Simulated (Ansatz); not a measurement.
Runs of Ansatz 0.2.0 on BiTe. The structure is trigonal, space group R-3m (No. 166). Conventional cell: a = 4.845 Å, b = 4.845 Å, c = 9.952 Å, α = 90.00°, β = 90.00°, γ = 120.00°. Around Bi (site symmetry -3m) lie 6 Te at 3.25 Å. Around Te (site symmetry -3m) lie 6 Bi at 3.25 Å. The cell comes from a database or a generator and needn't be the stable form of this composition.

```tsv
potentials or basis	cutoff (eV)	V0 of scaled cells (Å³/atom)	B0 (GPa)
Ansatz NC	1120	33.86	48
JTH PAW	1800	33.78	48
PseudoDojo standard	1120	33.78	48
SPMS NC	680	(a)	48
Ansatz PAW earlier set	640	33.86	48
Ansatz PAW	420	33.83	48
Ansatz PAW earlier set	600	33.85	48
PseudoDojo stringent	1450	33.84	48
```

Alike in all rows: task equation of state; level PBE; no spin polarisation; cell as given; k mesh 7 × 7 × 7; smearing fermi-dirac 0.05 eV.

Q: Fill in the values left out.

A: (a) 33.87.

Caveats: the cell was scaled at fixed shape and fractional positions, which overstates the stiffness of a crystal with free parameters, most of all of layers and chains.
